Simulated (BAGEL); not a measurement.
**One shape, several levels: singlet CH5B2O+**

Wanted: a comparison of 6 runs (HF/6-31G*, HF/def2-SVP, B3LYP/6-31G*, B3LYP/def2-SVP, PBE0/def2-SVP, RI-MP2/def2-SVP) of singlet CH5B2O+. 

Program for the calculation: BAGEL 1.2.2.

2 further runs of the same task are left out: 2 set aside as unsound or not needed.

**1. The molecule**

CH5B2O+ has 9 atoms, charge +1, and is taken as a singlet. SMILES of the parent species: `BOB[CH2]`. The coordinates come from a GFN2-xTB relaxation. This is one conformer, not always the lowest. That shape belongs to the parent species and isn't relaxed for this state.

Bond lengths: B1–O2 1.286 Å, O2–B3 1.323 Å, B3–C4 1.518 Å, B1–H5 1.184 Å, B1–H6 1.184 Å, B3–H7 1.181 Å, C4–H8 1.079 Å, C4–H9 1.077 Å. Angles: B1–O2–B3 179.3°, O2–B3–C4 120.1°, O2–B1–H5 120.1°, O2–B1–H6 120.1°, O2–B3–H7 118.1°, C4–B3–H7 121.8°, B3–C4–H8 122.8°, B3–C4–H9 123.3°, H5–B1–H6 119.7°, H8–C4–H9 114.0°.

**2. The energy at HF/6-31G(d) (density fitting with qzvpp-jkfit, spherical functions) (run 1)**

Input file hf.json:

```json
{ "bagel": [

{
  "title": "molecule",
  "basis": "6-31gs.json",
  "df_basis": "qzvpp-jkfit",
  "angstrom": true,
  "geometry": [
    { "atom": "B", "xyz": [      -0.941110,       1.508880,       0.636940 ] },
    { "atom": "O", "xyz": [      -0.056730,       0.666800,       0.234030 ] },
    { "atom": "B", "xyz": [       0.841180,      -0.210160,      -0.184560 ] },
    { "atom": "C", "xyz": [       0.407830,      -1.604720,      -0.598270 ] },
    { "atom": "H", "xyz": [      -1.477200,       2.225100,      -0.138830 ] },
    { "atom": "H", "xyz": [      -1.220370,       1.574070,       1.785870 ] },
    { "atom": "H", "xyz": [       1.972230,       0.127660,      -0.222440 ] },
    { "atom": "H", "xyz": [      -0.620600,      -1.929790,      -0.566870 ] },
    { "atom": "H", "xyz": [       1.094770,      -2.357860,      -0.945870 ] }
  ]
},

{ "title": "hf", "charge": 1 },

{ "title": "print", "file": "orbitals.molden", "orbitals": true }

]}
```

The basis set 6-31G* is read from a file made from the Basis Set Exchange's data (not shown).

On the command line:

```bash
$ BAGEL_NUM_THREADS=1 BAGEL hf.json > hf.out
```

Standard output:

```text
* using 1 threads per process

  ===============================================================
  ===============================================================

  *** Geometry ***

  { "atom" : "B", "xyz" : [     -1.778440,      2.851370,      1.203642 ] },
  { "atom" : "O", "xyz" : [     -0.107204,      1.260069,      0.442253 ] },
  { "atom" : "B", "xyz" : [      1.589600,     -0.397145,     -0.348768 ] },
[... 5 lines of this table left out ...]
  { "atom" : "H", "xyz" : [      2.068815,     -4.455710,     -1.787435 ] },

  Number of auxiliary basis functions:      392

  Since a DF basis is specified, we compute 2- and 3-index integrals:
    o Being stored without compression. Storage requirement is 0.014 GB

  Number of basis functions:       66
  Number of electrons      :       29

    * METHOD: MOLECULE                             0.35

  *** RHF ***

  === Nuclear Repulsion ===
    94.3792621032

      * DIIS with orbital gradients will be used.

  === RHF iteration (6-31gs.json) ===
      0       -164.53451836          0.02352387           0.04
      1       -164.63901832          0.01750295           0.04
      2       -164.70730396          0.00222964           0.04
[... 10 lines of this table left out ...]
     13       -164.70945077          0.00000001           0.05
    * SCF iteration converged.

    * Permanent dipole moment:
           (   -0.423376,     2.492712,     0.901252) a.u.

    * METHOD: HF                                   0.92

    * METHOD: PRINT                                0.02

  ===============================================================
```

Run time: 1.8 s. Hardware: 1 thread of Intel Xeon at 2.50GHz (Skylake/Cascade Lake), shared host.

**3. A single-point energy at HF/def2-SVP (density fitting with qzvpp-jkfit) (run 2)**

Input file input.json:

```json
{ "bagel": [

{
  "title": "molecule",
  "basis": "svp",
  "df_basis": "qzvpp-jkfit",
  "angstrom": "true",
  "geometry": [
    { "atom": "B", "xyz": [      -0.941110,       1.508880,       0.636940 ] },
    { "atom": "O", "xyz": [      -0.056730,       0.666800,       0.234030 ] },
    { "atom": "B", "xyz": [       0.841180,      -0.210160,      -0.184560 ] },
    { "atom": "C", "xyz": [       0.407830,      -1.604720,      -0.598270 ] },
    { "atom": "H", "xyz": [      -1.477200,       2.225100,      -0.138830 ] },
    { "atom": "H", "xyz": [      -1.220370,       1.574070,       1.785870 ] },
    { "atom": "H", "xyz": [       1.972230,       0.127660,      -0.222440 ] },
    { "atom": "H", "xyz": [      -0.620600,      -1.929790,      -0.566870 ] },
    { "atom": "H", "xyz": [       1.094770,      -2.357860,      -0.945870 ] }
  ]
},

{
  "title": "hf",
  "charge": 1
},

{
  "title": "print",
  "file": "orbitals.molden",
  "orbitals": "true"
}

]}
```

On the command line:

```bash
$ BAGEL_NUM_THREADS=1 BAGEL input.json > input.out
```

Standard output:

```text
* using 1 threads per process

  ===============================================================
  ===============================================================

  *** Geometry ***

  { "atom" : "B", "xyz" : [     -1.778440,      2.851370,      1.203642 ] },
  { "atom" : "O", "xyz" : [     -0.107204,      1.260069,      0.442253 ] },
  { "atom" : "B", "xyz" : [      1.589600,     -0.397145,     -0.348768 ] },
[... 5 lines of this table left out ...]
  { "atom" : "H", "xyz" : [      2.068815,     -4.455710,     -1.787435 ] },

  Number of auxiliary basis functions:      392

  Since a DF basis is specified, we compute 2- and 3-index integrals:
    o Being stored without compression. Storage requirement is 0.021 GB

  Number of basis functions:       81
  Number of electrons      :       29

    * METHOD: MOLECULE                             0.36

  *** RHF ***

  === Nuclear Repulsion ===
    94.3792621032

      * DIIS with orbital gradients will be used.

  === RHF iteration (svp) ===
      0       -164.41492002          0.01846511           0.06
      1       -164.51723503          0.01374722           0.06
      2       -164.58092927          0.00181955           0.06
[... 10 lines of this table left out ...]
     13       -164.58317845          0.00000001           0.06
    * SCF iteration converged.

    * Permanent dipole moment:
           (   -0.420754,     2.501647,     0.904082) a.u.

    * METHOD: HF                                   1.08

    * METHOD: PRINT                                0.01

  ===============================================================
```

Run time: 2 s. Hardware: 1 thread of Intel Xeon at 2.50GHz (Skylake/Cascade Lake), shared host.

**4. The energy at B3LYP/6-31G(d) (density fitting with qzvpp-jkfit, spherical functions) (run 3)**

Input file dft.json:

```json
{ "bagel": [

{
  "title": "molecule",
  "basis": "6-31gs.json",
  "df_basis": "qzvpp-jkfit",
  "angstrom": true,
  "geometry": [
    { "atom": "B", "xyz": [      -0.941110,       1.508880,       0.636940 ] },
    { "atom": "O", "xyz": [      -0.056730,       0.666800,       0.234030 ] },
    { "atom": "B", "xyz": [       0.841180,      -0.210160,      -0.184560 ] },
    { "atom": "C", "xyz": [       0.407830,      -1.604720,      -0.598270 ] },
    { "atom": "H", "xyz": [      -1.477200,       2.225100,      -0.138830 ] },
    { "atom": "H", "xyz": [      -1.220370,       1.574070,       1.785870 ] },
    { "atom": "H", "xyz": [       1.972230,       0.127660,      -0.222440 ] },
    { "atom": "H", "xyz": [      -0.620600,      -1.929790,      -0.566870 ] },
    { "atom": "H", "xyz": [       1.094770,      -2.357860,      -0.945870 ] }
  ]
},

{ "title": "ks", "xc_func": "b3lyp", "charge": 1 },

{ "title": "print", "file": "orbitals.molden", "orbitals": true }

]}
```

The basis set 6-31G* is read from a file made from the Basis Set Exchange's data (not shown).

On the command line:

```bash
$ BAGEL_NUM_THREADS=1 BAGEL dft.json > dft.out
```

Standard output:

```text
* using 1 threads per process

  ===============================================================
  ===============================================================

  *** Geometry ***

  { "atom" : "B", "xyz" : [     -1.778440,      2.851370,      1.203642 ] },
  { "atom" : "O", "xyz" : [     -0.107204,      1.260069,      0.442253 ] },
  { "atom" : "B", "xyz" : [      1.589600,     -0.397145,     -0.348768 ] },
[... 5 lines of this table left out ...]
  { "atom" : "H", "xyz" : [      2.068815,     -4.455710,     -1.787435 ] },

  Number of auxiliary basis functions:      392

  Since a DF basis is specified, we compute 2- and 3-index integrals:
    o Being stored without compression. Storage requirement is 0.014 GB

  Number of basis functions:       66
  Number of electrons      :       29

    * METHOD: MOLECULE                             0.35

  *** Kohn-Sham DFT ***

    * Removing 15651 points whose weight is below 1.00e-10
    * Grid points: 118503

  === Nuclear Repulsion ===
    94.3792621032

       - DIIS with orbital gradients will be used.

  === KS iteration (b3lyp / 6-31gs.json) ===
      0       -138.25594186          0.17651781           0.55
      1       -138.61308679          0.13631661           0.58
      2       -130.54354581          0.18655126           0.57
[... 18 lines of this table left out ...]
     21       -165.71264044          0.00000000           0.59
    * SCF iteration converged.

    * Permanent dipole moment:
           (    0.124664,     1.284216,     0.418320) a.u.

    * METHOD: KS                                  13.34

    * METHOD: PRINT                                0.01

  ===============================================================
```

It took 14 s on 1 thread of Intel Xeon at 2.50GHz (Skylake/Cascade Lake), shared host; peak memory 0.35 GiB.

Runs 4 to 5 aren't shown in full; the table further down has their settings and results.

**5. A single-point energy at RI-MP2/def2-SVP (density fitting with qzvpp-jkfit) (run 6)**

Input file calc.json:

```json
{ "bagel" : [

{
  "title" : "molecule",
  "basis" : "svp",
  "df_basis" : "qzvpp-jkfit",
  "angstrom" : true,
  "geometry" : [
    { "atom" : "B", "xyz" : [   -0.941110,    1.508880,    0.636940 ] },
    { "atom" : "O", "xyz" : [   -0.056730,    0.666800,    0.234030 ] },
    { "atom" : "B", "xyz" : [    0.841180,   -0.210160,   -0.184560 ] },
    { "atom" : "C", "xyz" : [    0.407830,   -1.604720,   -0.598270 ] },
    { "atom" : "H", "xyz" : [   -1.477200,    2.225100,   -0.138830 ] },
    { "atom" : "H", "xyz" : [   -1.220370,    1.574070,    1.785870 ] },
    { "atom" : "H", "xyz" : [    1.972230,    0.127660,   -0.222440 ] },
    { "atom" : "H", "xyz" : [   -0.620600,   -1.929790,   -0.566870 ] },
    { "atom" : "H", "xyz" : [    1.094770,   -2.357860,   -0.945870 ] }
  ]
},
{
  "title" : "hf",
  "charge" : 1
},
{
  "title" : "mp2",
  "charge" : 1,
  "ncore" : 4
}

]}
```

On the command line:

```bash
$ BAGEL_NUM_THREADS=1 BAGEL calc.json > calc.out
```

Standard output:

```text
* using 1 threads per process

  ===============================================================
  ===============================================================

  *** Geometry ***

  { "atom" : "B", "xyz" : [     -1.778440,      2.851370,      1.203642 ] },
  { "atom" : "O", "xyz" : [     -0.107204,      1.260069,      0.442253 ] },
  { "atom" : "B", "xyz" : [      1.589600,     -0.397145,     -0.348768 ] },
[... 5 lines of this table left out ...]
  { "atom" : "H", "xyz" : [      2.068815,     -4.455710,     -1.787435 ] },

[... 23 lines left out ...]
    * SCF iteration converged.
[... 1 line left out ...]
    * Permanent dipole moment:
[... 2 lines left out ...]
    * METHOD: HF                                   1.20

  *** RHF ***

  === Nuclear Repulsion ===
    94.3792621032

      * DIIS with orbital gradients will be used.

  === RHF iteration (svp) ===
      0       -164.58317845          0.00000001           0.05
    * SCF iteration converged.

    * Permanent dipole moment:
           (   -0.420754,     2.501647,     0.904082) a.u.

  === DF-MP2 calculation ===

    * freezing 4 orbitals
    * 3-index integral transformation done
    * assembly done

      MP2 correlation energy:   -0.4428774453      0.05

      MP2 total energy:       -165.0260558998

    * METHOD: MP2                                  0.19

  ===============================================================
```

Wall time 2.3 s (1 thread of Intel Xeon at 2.50GHz (Skylake/Cascade Lake), shared host).

**6. The series**

```
run                                                                 level  frozen core orbitals  energy (Eh)  HOMO energy (eV)  LUMO energy (eV)  HOMO–LUMO gap (eV)  wall time
  1     HF/6-31G* (density fitting with qzvpp-jkfit, spherical functions)                     –  -164.709451            -16.50             -7.72                8.78      1.8 s
  2                        HF/def2-SVP (density fitting with qzvpp-jkfit)                     –  -164.583178            -16.54             -7.87                8.67        2 s
  3  B3LYP/6-31G* (density fitting with qzvpp-jkfit, spherical functions)                     –  -165.712640            -14.09            -11.67                2.42       14 s
  4                     B3LYP/def2-SVP (density fitting with qzvpp-jkfit)                     –  -165.587313            -14.17            -11.78                2.39       16 s
  5                      PBE0/def2-SVP (density fitting with qzvpp-jkfit)                     –  -165.360797            -14.30            -11.63                2.67       15 s
  6                    RI-MP2/def2-SVP (density fitting with qzvpp-jkfit)                     4  -165.026056                 –                 –                   –      2.3 s
```

**7. Outcome**

```
                                          quantity          value
                               run 6: total energy  -165.02606 Eh
run 6: correlation energy (4 core orbitals frozen)     -442.9 mEh
```

**Reading.** Over runs 1, 2, 3, 4, 5 the HOMO–LUMO gap runs from 2.39 eV (B3LYP/def2-SVP) to 8.78 eV (HF/6-31G*). The two ends differ in method and basis. Totals of different functionals can't be ranked against each other. All runs together took 51 s, the longest 16 s.
